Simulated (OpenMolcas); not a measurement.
# Ti²⁺ in SrF2: CASSCF and CASPT2 levels and susceptibility

Aim: the ligand-field states of Ti²⁺ in this surrounding, its lowest levels with spin-orbit coupling and its magnetic susceptibility.

Method: state-averaged CASSCF and CASPT2, spin-orbit coupling by RASSI with atomic mean-field integrals. Code: OpenMolcas 26.06.

### 1 Starting point

```
Species                           : Ti²⁺ (titanium, Z = 22, 20 electrons)
Basis                             : ANO-RCC-VDZP [5s4p2d1f], 146 functions with the ligands
Scalar Hamiltonian                : DKH2, point nucleus
Inactive shells                   : 1s 2s 2p 3s 3p of the metal, and all ligand shells
Active space                      : 2 electrons in 5 orbitals (3d)
Some configurations of this space : 3d²
Orbitals                          : optimised for each spin and parity, averaged over all roots
```

Outer shells as boxes (Hund's rule):

3d2
```
3d [↑ ][↑ ][  ][  ][  ]
```

Ti²⁺ is taken with its 8 nearest fluoride ions at 2.478 Å, on the cation site of SrF2 (a = 5.796 Å). The rest of the host is ab initio model potentials to 7.6 Å and point charges beyond; the distance is set by hand, nothing relaxes, and no local charge compensation is placed. Ligand basis ANO-RCC-VDZP.

```xyz
21

Ti    0.0000    0.0000    0.0000
F     1.4307    1.4307    1.4307
F     1.4307    1.4307   -1.4307
F     1.4307   -1.4307    1.4307
F     1.4307   -1.4307   -1.4307
F    -1.4307    1.4307    1.4307
F    -1.4307    1.4307   -1.4307
F    -1.4307   -1.4307    1.4307
F    -1.4307   -1.4307   -1.4307
Sr    0.0000    2.8980   -2.8980
Sr    0.0000   -2.8980    2.8980
Sr    0.0000    2.8980    2.8980
Sr    0.0000   -2.8980   -2.8980
Sr    2.8980   -2.8980    0.0000
Sr   -2.8980    2.8980    0.0000
Sr    2.8980    0.0000   -2.8980
Sr   -2.8980    0.0000    2.8980
Sr    2.8980    0.0000    2.8980
Sr   -2.8980    0.0000   -2.8980
Sr    2.8980    2.8980    0.0000
Sr   -2.8980   -2.8980    0.0000
```

Each step is its own input file, run in one work folder so that later steps find the files of earlier ones. Labels, J, g values, rates, χT and fits are worked out afterwards by a script from the matrices that RASSI stores.

### 2 One- and two-electron integrals

Contents of a.inp:

```
&GATEWAY
Basis set
Ti.ANO-RCC-VDZP.
Ti1 0.0 0.0 0.0 Angstrom
End of basis
Basis set
F.ANO-RCC-VDZP.
L1 1.430674 1.430674 1.430674 Angstrom
L2 1.430674 1.430674 -1.430674 Angstrom
L3 1.430674 -1.430674 1.430674 Angstrom
L4 1.430674 -1.430674 -1.430674 Angstrom
End of basis
Basis set
Sr.EMB-AIMP.Pascual.0s.0s.ECP.SrF2.
PseudoCharge
* 21 symmetry-unique lattice sites within 7.6 angstrom
End of basis
Basis set
F.EMB-AIMP.Pascual.0s.0s.ECP.SrF2.
PseudoCharge
* 40 symmetry-unique lattice sites within 7.6 angstrom
End of basis
Symmetry
XYZ
AngMom=0.0 0.0 0.0
AMFI
RICD
XField
1348 Angstrom 0
* Evjen-weighted lattice charges
&SEWARD
```

Command:

```console
$ OMP_NUM_THREADS=1 MOLCAS_MEM=2457 MOLCAS_PROJECT=a pymolcas a.inp > a.log
```

The program printed:

```text
Basis set label: TI.ANO-RCC...5S4P2D1F.

      Electronic valence basis set:
      ------------------
      Associated Effective Charge  22.000000 au
      Associated Actual Charge     22.000000 au
      Nuclear Model: Point charge

      Shell  nPrim  nBasis  Cartesian Spherical Contaminant
         s      21       5        X
         p      15       4        X
         d      10       2                 X
         f       6       1                 X
                  Relativistic Douglas-Kroll-Hess integrals:
                    - DKH order of Hamiltonian: 2
                    - DKH order of Properties : 0
                  Atomic mean-field integrals
```

### 3 Reference wave functions, triplets, 10 roots

Contents of a.inp:

```
&RASSCF
FileOrb=start.orb
Symmetry=1
Spin=3
nActEl=2 0 0
Inactive=23 26
Ras2=5 0
CIRoot=10 10 1
SDav=10
CIMx=300
Iter=150 100
PrWF=0.3
OrbListing=Nothing
MaxOrb=0
LevShft=1.0
>>> COPY $Project.JobIph JOB001
```

start.orb holds start orbitals that the driver prepared beforehand, or those of the step before.

The program printed, shortened:

```text
[...]
      Number of active orbitals                  5
[...]
      Spin quantum number                      1.0
[...]
      Active orbitals                            5   0
[...]
      Number of CSFs                            10
      Number of root(s) required                10
[...]
      Convergence after 15 iterations
[...]
      Natural orbitals and occupation numbers for root  1
      sym 1:   1.000000   0.000000   0.000000  -0.000000   1.000000
      Natural orbitals and occupation numbers for root  2
      sym 1:   0.000000   0.821820   0.821820   0.178180   0.178180
      Natural orbitals and occupation numbers for root  3
      sym 1:   0.268949   0.000000   0.268949   0.731051   0.731051
::    RASSCF root number  1 Total energy:  -1651.04550702
::    RASSCF root number  2 Total energy:  -1651.02493301
::    RASSCF root number  3 Total energy:  -1651.02493301
[...]
::    RASSCF root number  7 Total energy:  -1651.00948439
::    RASSCF root number  8 Total energy:  -1650.95911920
::    RASSCF root number  9 Total energy:  -1650.95911920
::    RASSCF root number 10 Total energy:  -1650.95911920
```

### 4 CASSCF: singlets, 15 roots

Contents of a.inp:

```
&RASSCF
FileOrb=start.orb
Symmetry=1
Spin=1
nActEl=2 0 0
Inactive=23 26
Ras2=5 0
CIRoot=15 15 1
SDav=15
CIMx=300
Iter=150 100
PrWF=0.3
OrbListing=Nothing
MaxOrb=0
LevShft=1.0
>>> COPY $Project.JobIph JOB002
```

Command:

```console
$ OMP_NUM_THREADS=1 MOLCAS_MEM=2457 MOLCAS_PROJECT=a pymolcas a.inp > a.log
```

The program printed, shortened:

```text
[...]
      Number of active orbitals                  5
[...]
      Spin quantum number                      0.0
[...]
      Active orbitals                            5   0
[...]
      Number of CSFs                            15
      Number of root(s) required                15
[...]
      Convergence after 10 iterations
[...]
      Natural orbitals and occupation numbers for root  1
      sym 1:   0.938831   0.938831   0.000354   0.056348   0.065635
      Natural orbitals and occupation numbers for root  2
      sym 1:   0.938831   0.938831   0.081204   0.025210   0.015923
      Natural orbitals and occupation numbers for root  3
      sym 1:   0.796607   0.032918   0.721360   0.159754   0.289362
::    RASSCF root number  1 Total energy:  -1650.98937894
::    RASSCF root number  2 Total energy:  -1650.98937894
::    RASSCF root number  3 Total energy:  -1650.96979875
[...]
::    RASSCF root number 12 Total energy:  -1650.93163626
::    RASSCF root number 13 Total energy:  -1650.93163626
::    RASSCF root number 14 Total energy:  -1650.93163626
::    RASSCF root number 15 Total energy:  -1650.82760035
```

### 5 State interaction with spin-orbit coupling

Contents of a.inp:

```
&RASSI
NrOfJobIphs=2 10 15
1 2 3 4 5 6 7 8 9 10
1 2 3 4 5 6 7 8 9 10 11 12 13 14 15
IphNames
JOB001
JOB002
EJob
SpinOrbit
DIPRint=1.0
SOCoupling=1000.0
Subsets=2
Property=9
'ANGMOM' 1 'ANGMOM' 2 'ANGMOM' 3 'MLTPL  1' 1 'MLTPL  1' 2 'MLTPL  1' 3
'AMFI' 1 'AMFI' 2 'AMFI' 3
SOProperty=3
'ANGMOM' 1 'ANGMOM' 2 'ANGMOM' 3
```

Command:

```console
$ OMP_NUM_THREADS=1 MOLCAS_MEM=2457 MOLCAS_PROJECT=a pymolcas a.inp > a.log
```

The program printed, shortened:

```text
SPIN-FREE ENERGIES:
  (Shifted by EMIN (a.u.) =      -1651.0455070221)
 SF State       Relative EMIN(au)   Rel lowest level(eV)    D:o, cm**(-1)
     1             0.0000000000        0.0000000000              0.0000
     2             0.0205740159        0.5598474933           4515.4746
     3             0.0205740159        0.5598474933           4515.4746
     4             0.0205740159        0.5598474933           4515.4746
     5             0.0360226341        0.9802258111           7906.0543
     6             0.0360226341        0.9802258111           7906.0543
     7             0.0360226341        0.9802258111           7906.0543
    11             0.0561280834        1.5273229574          12318.6904
    12             0.0561280834        1.5273229574          12318.6904
    13             0.0757082675        2.0601269096          16616.0441
[...]
Eigenvalues of complex Hamiltonian:
   -----------------------------------
  (Shifted by EMIN (a.u.) =      -1651.0455070221)
 SO State       Relative EMIN(au)   Rel lowest level(eV)    D:o, cm**(-1)
     1            -0.0000346042        0.0000000000              0.0000
     2            -0.0000346042        0.0000000000              0.0000
     3            -0.0000346042        0.0000000000              0.0000
     4             0.0202847276        0.5529171857           4459.5779
     5             0.0204340803        0.5569812818           4492.3570
     6             0.0204340803        0.5569812818           4492.3570
     7             0.0204340803        0.5569812818           4492.3570
     8             0.0206467477        0.5627682541           4539.0321
     9             0.0206467477        0.5627682541           4539.0321
    10             0.0206986637        0.5641809617           4550.4263
    11             0.0206986637        0.5641809617           4550.4263
[...]
```

Time for these steps: 21 s (1 thread of Arm Neoverse V1, shared host).

Spin-free states, with their symmetry labels:

```csv
state,degeneracy,E (cm-1),free-ion L (%)
3A2,1,0,F (100)
3T2,3,4515,F (100)
3T1,3,7906,F (97)
1E,2,12319,D (79)
1T2,3,16616,D (90)
3T1,3,18960,P (97)
1A1,1,19431,G (96)
1T1,3,21309,G (100)
1E,2,24594,G (79)
1T2,3,24992,G (90)
1A1,1,47825,S (96)
```

With spin-orbit coupling:

| E (cm-1) | Degeneracy | Label | 2S+1 |
| --- | --- | --- | --- |
| 0.0 | 3 | T2 | 3 |
| 4460 | 1 | A2 | 3 |
| 4492 | 3 | T2 | 3 |
| 4539 | 2 | E | 3 |
| 4550 | 3 | T1 | 3 |
| 7829 | 3 | T2 | 3 |
| 7834 | 2 | E | 3 |
| 8005 | 3 | T1 | 3 |
| 8089 | 1 | A1 | 3 |
| 12330 | 2 | E | 1 |
| 16612 | 3 | T2 | 1 |
| 18850 | 1 | A1 | 3 |
| 18911 | 3 | T1 | 3 |
| 19027 | 2 | E | 3 |
| 19038 | 3 | T2 | 3 |
| 19442 | 1 | A1 | 1 |
| 21318 | 3 | T1 | 1 |
| 24604 | 2 | E | 1 |
| 25001 | 3 | T2 | 1 |
| 47836 | 1 | A1 | 1 |

Powder χT (cm³ K/mol): 0.90 at 2 K, 0.90 at 5 K, 0.90 at 10 K, 0.91 at 20 K, 0.92 at 50 K, 0.94 at 100 K, 0.96 at 150 K, 0.98 at 200 K, 1.01 at 250 K, 1.03 at 300 K.

The orbitals of the open shell are 96 to 98 % metal; the Mulliken charge of the metal is +1.64 e.

### 6 CASPT2: IPEA 0.25, imaginary shift 0.1 (closed shells correlated: 3s 3p of the metal, with ligand shells; the Frozen line counts the rest)

Contents of a.inp:

```
>>> COPY JOB001 $Project.JobIph
&CASPT2
Multistate=10 1 2 3 4 5 6 7 8 9 10
NoMult
Frozen=6 7
IPEA=0.25
Imaginary=0.1
MaxIter=60
WThr=0.0 0.3 0.05
PrWF=0.5
NoMix
>>> COPY JOB002 $Project.JobIph
&CASPT2
Multistate=15 1 2 3 4 5 6 7 8 9 10 11 12 13 14 15
NoMult
Frozen=6 7
IPEA=0.25
Imaginary=0.1
MaxIter=60
WThr=0.0 0.3 0.05
PrWF=0.5
NoMix
```

The program printed:

```text
Orbital specifications:
      -----------------------

      Symmetry species                           1   2
                                                ag  au
      Frozen orbitals                            6   7
      Inactive orbitals                         17  19
      Active orbitals                            5   0
      Secondary orbitals                        43  49
      Deleted orbitals                           0   0
      Number of basis functions                 71  75
Type of calculation                        SS-CASPT2
      Fock operator                              state-specific
      IPEA shift                                 0.25
      Real shift                                 0.00
      Imaginary shift                            0.10
      The input orbitals will be transformed to quasi-canonical
Reference energy:       -1651.0455070221
      E2 (Non-variational):      -1.8710032395
      Shift correction:          -0.0011935348
      E2 (Variational):          -1.8721967743
      Total energy:           -1652.9177037963
      Residual norm:              0.0000001786
      Reference weight:           0.69558
      Contributions to the CASPT2 correlation energy
      Active & Virtual Only:         -0.0050788533
      One Inactive Excited:          -0.0882209861
      Two Inactive Excited:          -1.7777034000
Reference energy:       -1651.0249330062
      E2 (Non-variational):      -1.8719146572
      Shift correction:          -0.0011974910
      E2 (Variational):          -1.8731121482
      Total energy:           -1652.8980451544
      Residual norm:              0.0000004364
      Reference weight:           0.69529
      Contributions to the CASPT2 correlation energy
      Active & Virtual Only:         -0.0052928909
      One Inactive Excited:          -0.0913281692
      Two Inactive Excited:          -1.7752935971
::    CASPT2 Root  1     Total energy:  -1652.91770380
::    CASPT2 Root  2     Total energy:  -1652.89804515
::    CASPT2 Root  3     Total energy:  -1652.89883040
::    CASPT2 Root  4     Total energy:  -1652.89950470
::    CASPT2 Root  5     Total energy:  -1652.87992090
::    CASPT2 Root  6     Total energy:  -1652.88115433
::    CASPT2 Root  7     Total energy:  -1652.88046261
::    CASPT2 Root  8     Total energy:  -1652.84265560
::    CASPT2 Root  9     Total energy:  -1652.84347366
::    CASPT2 Root 10     Total energy:  -1652.84257007
Orbital specifications:
      -----------------------

      Symmetry species                           1   2
                                                ag  au
      Frozen orbitals                            6   7
      Inactive orbitals                         17  19
      Active orbitals                            5   0
      Secondary orbitals                        43  49
      Deleted orbitals                           0   0
      Number of basis functions                 71  75
Type of calculation                        SS-CASPT2
      Fock operator                              state-specific
      IPEA shift                                 0.25
      Real shift                                 0.00
      Imaginary shift                            0.10
      The input orbitals will be transformed to quasi-canonical
Reference energy:       -1650.9893789386
      E2 (Non-variational):      -1.8840005591
      Shift correction:          -0.0012691257
      E2 (Variational):          -1.8852696848
      Total energy:           -1652.8746486234
      Residual norm:              0.0000001009
      Reference weight:           0.69227
      Contributions to the CASPT2 correlation energy
      Active & Virtual Only:         -0.0115103540
      One Inactive Excited:          -0.0894123383
      Two Inactive Excited:          -1.7830778667
Reference energy:       -1650.9893789386
      E2 (Non-variational):      -1.8839312629
      Shift correction:          -0.0012691199
      E2 (Variational):          -1.8852003829
      Total energy:           -1652.8745793214
      Residual norm:              0.0000000979
      Reference weight:           0.69228
      Contributions to the CASPT2 correlation energy
      Active & Virtual Only:         -0.0115103619
      One Inactive Excited:          -0.0894072211
      Two Inactive Excited:          -1.7830136800
::    CASPT2 Root  1     Total energy:  -1652.87464862
::    CASPT2 Root  2     Total energy:  -1652.87457932
::    CASPT2 Root  3     Total energy:  -1652.85570773
::    CASPT2 Root  4     Total energy:  -1652.85667013
::    CASPT2 Root  5     Total energy:  -1652.85710744
::    CASPT2 Root  6     Total energy:  -1652.84341154
::    CASPT2 Root  7     Total energy:  -1652.83259865
::    CASPT2 Root  8     Total energy:  -1652.83372448
::    CASPT2 Root  9     Total energy:  -1652.83350783
::    CASPT2 Root 10     Total energy:  -1652.81391847
::    CASPT2 Root 11     Total energy:  -1652.81378277
::    CASPT2 Root 12     Total energy:  -1652.81281929
::    CASPT2 Root 13     Total energy:  -1652.81322123
::    CASPT2 Root 14     Total energy:  -1652.81291300
::    CASPT2 Root 15     Total energy:  -1652.73940257
```

This run: 1.7 min of run time, 1 thread of Arm Neoverse V1, shared host.

SS-CASPT2: lowest energy less the reference's lowest, -1.8722 hartree; reference weights 0.685 to 0.696.

States without spin-orbit coupling:

```csv
state,degeneracy,E (cm-1),free-ion L (%)
3A2,1,0,F (100)
3T2,3,4150,F (100)
3T1,3,8163,F (97)
1E,2,9457,D (79)
1T2,3,13434,D (90)
1A1,1,16305,G (96)
3T1,3,16418,P (97)
1T1,3,18530,G (100)
1E,2,22793,G (79)
1T2,3,22983,G (90)
1A1,1,39133,S (96)
```

With spin-orbit coupling:

```tsv
E (cm-1)	Degeneracy	Label	2S+1
0	3	T2	3
4100	1	A2	3
4130	3	T2	3
4180	2	E	3
4190	3	T1	3
8080	2	E	3
8090	3	T2	3
8260	3	T1	3
8350	1	A1	3
9480	2	E	1
13430	3	T2	1
16280	1	A1	3
16340	1	A1	1
16370	3	T1	3
16480	2	E	3
16490	3	T2	3
18540	3	T1	1
22800	2	E	1
22990	3	T2	1
39140	1	A1	1
```

Powder χT (cm³ K/mol): 0.89 at 2 K, 0.89 at 5 K, 0.89 at 10 K, 0.90 at 20 K, 0.91 at 50 K, 0.94 at 100 K, 0.96 at 150 K, 0.98 at 200 K, 1.01 at 250 K, 1.03 at 300 K.

### 7 The methods side by side

A. CASSCF
B. SS-CASPT2, IPEA 0.25, imaginary shift 0.1 (closed shells correlated: 3s 3p of the metal, with ligand shells; the Frozen line counts the rest)

```csv
method,ground state,first state of that spin (cm-1),first gap with spin-orbit (cm-1),χT at 300 K
A,3A2,3T2 4515,4459.6,1.03
B,3A2,3T2 4150,4095.2,1.03
```

### 8 What came out

```
                                            quantity                                                                                                                                          value
                                              method  SS-CASPT2, IPEA 0.25, imaginary shift 0.1 (closed shells correlated: 3s 3p of the metal, with ligand shells; the Frozen line counts the rest)
                              spin-free ground state                                                                                                                3A2, 1-fold in its orbital part
first state of the same spin within the active space                                                                                                                               3T2 at 4150 cm⁻¹
                                        lowest level                                                                                                                                      3-fold T2
                                          next level                                                                                                                                    4095.2 cm⁻¹
                                         χT at 300 K                                                                                                                                 1.03 cm³ K/mol
                           effective moment at 300 K                                                                                                                                        2.87 μB
```

Cost by method:

```csv
method,time of its own steps,time with the reference
A. CASSCF,21 s,21 s
"B. SS-CASPT2, IPEA 0.25, imaginary shift 0.1, +3s 3p",1.7 min,2.1 min
```

Times are of one thread on a shared host.

The spin-free ground state (3A2) comes to 100 % from free-ion F terms and keeps the highest spin of the shell. χT at 300 K is 1.03, against 1.00 cm³ K/mol for the spin alone; near agreement at one temperature doesn't show that the orbital moment is quenched. CASPT2 does not keep the components of a term degenerate, and the means are used.
